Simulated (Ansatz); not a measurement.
# EuAl4RhSi2: the cost of one run

Method: DFT PBE+U (U_eff = 6 eV on Eu 4f), scalar-relativistic, plane waves, PAW, in Ansatz 0.2.0.

**1. The system as given**

Symmetry: P4/mmm, No. 123, tetragonal system. Conventional cell: a = 4.176 Å, b = 4.176 Å, c = 8.289 Å, α = 90.00°, β = 90.00°, γ = 90.00°. Eu (site symmetry 4/mmm) has 8 Si at 3.18 Å and 8 Al at 3.45 Å as nearest neighbours. Al (site symmetry 2mm) has 2 Rh at 2.51 Å and 2 Si at 2.61 Å and 1 Al at 2.79 Å as nearest neighbours. Si (site symmetry 4mm) is surrounded by 1 Si at 2.36 Å and 4 Al at 2.61 Å and 4 Eu at 3.18 Å. Rh (site symmetry 4/mmm) is surrounded by 8 Al at 2.51 Å.

Structure file:

```cif
data_structure
_symmetry_space_group_name_H-M 'P4/mmm'
_symmetry_Int_Tables_number 123
_cell_length_a 4.1760
_cell_length_b 4.1760
_cell_length_c 8.2890
_cell_angle_alpha 90.000
_cell_angle_beta 90.000
_cell_angle_gamma 90.000
_cell_volume 144.55
loop_
_atom_site_label
_atom_site_type_symbol
_atom_site_symmetry_multiplicity
_atom_site_Wyckoff_symbol
_atom_site_fract_x
_atom_site_fract_y
_atom_site_fract_z
_atom_site_occupancy
Eu1 Eu 1 b 0.00000 0.00000 0.50000 1
Al1 Al 4 i 0.00000 0.50000 0.16800 1
Si1 Si 2 h 0.50000 0.50000 0.35740 1
Rh1 Rh 1 a 0.00000 0.00000 0.00000 1
```

Starting moments: Eu 7.00 μB.

**2. First run, at the start cell**

Input file input.yaml:

```yaml
crystal:
  lattice:
    - [4.176, 0.0, 0.0]
    - [0.0, 4.176, 0.0]
    - [0.0, 0.0, 8.289]
  atoms:
    - { symbol: Eu, position: [0.0, 0.0, 0.5], spin: 7.0 }
    - { symbol: Al, position: [0.0, 0.5, 0.168] }
    - { symbol: Al, position: [0.5, 0.0, 0.168] }
    - { symbol: Al, position: [0.0, 0.5, 0.832] }
    - { symbol: Al, position: [0.5, 0.0, 0.832] }
    - { symbol: Si, position: [0.5, 0.5, 0.3574] }
    - { symbol: Si, position: [0.5, 0.5, 0.6426] }
    - { symbol: Rh, position: [0.0, 0.0, 0.0] }
basis:
  ecutwfc: 420
  ecutrho_ratio: 4
kpoints:
  mp_grid: { grid: [4, 4, 2] }
hamiltonian:
  xc: pbe
  hubbard: { sites: [{ species: Eu, l: f, u_eff: 6.0 }] }
scf:
  occupations: { method: gaussian, width: 0.05 }
output:
  forces: true
  stress: true
  eigenvalues: true
  populations: true
  hubbard: { sites: [{ species: Eu, l: f }] }
magnetization:
  spin_polarized: true
```

Command:

```sh
$ ansatz run input.yaml --threads 8 --pin off --max-ram 22528MiB --backend cpu --events-out ev --progress --plain --runs-dir out
```

Q: Estimate wall time and peak memory on 8 threads of Intel Xeon Platinum 8375C at 2.90GHz (Ice Lake), shared host.

About 4.9 s, with a peak of 0.82 GiB.
